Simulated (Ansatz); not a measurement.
# Mo6CO: the cost of one run

Computed with Ansatz 0.2.0 (DFT PBE, scalar-relativistic, plane waves, PAW, unless a step's input says otherwise).

The COD entry's cell or inner coordinates are ideal or old and differ from later refinements, so a difference from it is no clean test against experiment.

13 further runs of the same task are left out: 13 set aside as unsound or not needed.

## 1. The system as given

Symmetry: Cm, No. 8, monoclinic system. Conventional cell: a = 7.742 Å, b = 4.470 Å, c = 22.260 Å, α = 90.00°, β = 90.00°, γ = 90.00°. Mo (site symmetry m) is surrounded by 4 Mo at 2.66 to 2.74 Å. Mo (site symmetry m) is surrounded by 7 Mo at 2.56 to 2.74 Å. Around Mo (site symmetry m) lie 7 Mo at 2.43 to 2.74 Å. Mo (site symmetry m) is surrounded by 13 Mo at 2.66 to 3.11 Å. Around Mo (site symmetry m) lie 10 Mo at 2.56 to 3.06 Å and 1 C at 2.93 Å. Around Mo (site symmetry m) lie 1 C at 2.25 Å and 1 Mo at 2.43 Å. C (site symmetry m) has 1 O at 1.16 Å as nearest neighbours. Around O (site symmetry m) lie 1 C at 1.16 Å.

As a file:

```
Mo C O
1.0
     4.46958    0.00000    0.00000
    -2.23479    3.87077    0.00000
     0.00000    0.00000   22.25957
Mo C O
6 1 1
Direct
  0.66667 0.33333 0.17970
  0.33333 0.66667 0.22068
  0.00000 0.00000 0.26167
  0.66667 0.33333 0.29905
  0.33333 0.66667 0.33552
  0.00000 0.00000 0.37106
  0.16667 0.33333 0.45372
  0.16667 0.33333 0.50583
```

This is the geometry of the first run shown, built on a cell relaxed beforehand with the same method.

## 2. Plan of the line

Atoms count from 1 in the order of the input.

CO stands on one site of a rigid substrate while its tilt and height are varied at a fixed bond length.

The axes are (1) tilt of the C7-O8 axis from the surface normal: 7 values from 0 to 90 °; (2) height of C7 above the plane of Mo6: 6 values from 1.62 to 3.17 Å.

Nothing else is relaxed. Points are written as (first, second).

## 3. Point (0°, 1.84 Å)

A dipole layer in the vacuum cancels the field that periodic copies would set up if the slab's two faces differ.

Input file input.yaml:

```yaml
crystal:
  lattice:
    - [4.4695765303, 0.0, 0.0]
    - [-2.2347882651, 3.8707668194, 0.0]
    - [0.0, 0.0, 22.2595667262]
  atoms:
    - { symbol: Mo, position: [0.6666666667, 0.3333333333, 0.179698017] }
    - { symbol: Mo, position: [0.3333333333, 0.6666666667, 0.2206848206] }
    - { symbol: Mo, position: [0.0, 0.0, 0.2616716241] }
    - { symbol: Mo, position: [0.6666666667, 0.3333333333, 0.2990464568] }
    - { symbol: Mo, position: [0.3333333333, 0.6666666667, 0.3355219825] }
    - { symbol: Mo, position: [0.0, 0.0, 0.3710569405] }
    - { symbol: C, position: [0.1666666667, 0.3333333333, 0.4537180283] }
    - { symbol: O, position: [0.1666666667, 0.3333333333, 0.5058304532] }
basis:
  ecutwfc: 420
kpoints:
  mp_grid: { grid: [6, 6, 1] }
hamiltonian:
  xc: pbe
  pseudopotentials: { kind: paw, azcp: { folder: soft_1 } }
scf:
  occupations: { method: gaussian, width: 0.1 }
output:
  forces: true
  eigenvalues: true
efield:
  axis: 3
  dipole_correction: true
  ramp_width: 0.04
```

Launch:

```console
> ansatz run input.yaml --threads 2 --pin off --max-ram 6144MiB --backend cpu --events-out ev --progress --plain --runs-dir out
```

**Question.** How long does this run take on 2 threads of Arm Neoverse N1, shared host, and how much memory does it need?

About 30 s, with a peak of 0.64 GiB.
